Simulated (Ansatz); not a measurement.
# HfO2: the cost of one run

Program: Ansatz 0.2.0. Level of theory: DFT r2SCAN, scalar-relativistic, plane waves, PAW. These are calculated values, not measurements.

1 further run of the same task is left out (it didn't finish).

## Step 1: The system as given

It takes space group Fm-3m (No. 225, cubic). Conventional cell: a = 5.115 Å, b = 5.115 Å, c = 5.115 Å, α = 90.00°, β = 90.00°, γ = 90.00°. Hf (site symmetry m-3m) has 8 O at 2.21 Å as nearest neighbours. Around O (site symmetry -43m) lie 4 Hf at 2.21 Å.

Structure file:

```cif
data_structure
_symmetry_space_group_name_H-M 'Fm-3m'
_symmetry_Int_Tables_number 225
_cell_length_a 5.1150
_cell_length_b 5.1150
_cell_length_c 5.1150
_cell_angle_alpha 90.000
_cell_angle_beta 90.000
_cell_angle_gamma 90.000
_cell_volume 133.82
loop_
_atom_site_label
_atom_site_type_symbol
_atom_site_symmetry_multiplicity
_atom_site_Wyckoff_symbol
_atom_site_fract_x
_atom_site_fract_y
_atom_site_fract_z
_atom_site_occupancy
Hf1 Hf 4 a 0.00000 0.00000 0.00000 1
O1 O 8 c 0.25000 0.75000 0.75000 1
```

The structure comes from the Crystallography Open Database.

(A quick probe on a coarse mesh, which set the mesh and smearing, is not shown.)

## Step 3: Rough relaxation on the coarse mesh

Contents of input.yaml:

```yaml
crystal:
  lattice:
    - [0.0, 2.5575, 2.5575]
    - [2.5575, 0.0, 2.5575]
    - [2.5575, 2.5575, 0.0]
  atoms:
    - { symbol: Hf, position: [0.0, 0.0, 0.0] }
    - { symbol: O, position: [0.25, 0.25, 0.25] }
    - { symbol: O, position: [0.75, 0.75, 0.75] }
basis:
  ecutwfc: 500
kpoints:
  mp_grid: { grid: [6, 6, 6] }
hamiltonian:
  xc: r2scan
scf:
  occupations: { method: gaussian, width: 0.1 }
output:
  forces: true
  stress: true
  eigenvalues: true
relax:
  adjacent_minimum: "off"
  f_tol: 0.05
  max_steps: 80
  cell: { stress_tol: 0.5 }
```

On the command line:

```console
$ ansatz run input.yaml --threads 1 --pin off --max-ram 2560MiB --backend cpu --events-out ev --progress --plain --runs-dir out
```

Q: Estimate wall time and peak memory on 1 thread of AMD EPYC 7R43 (Zen 3), shared host.

About 8.8 s, with a peak of 0.46 GiB.
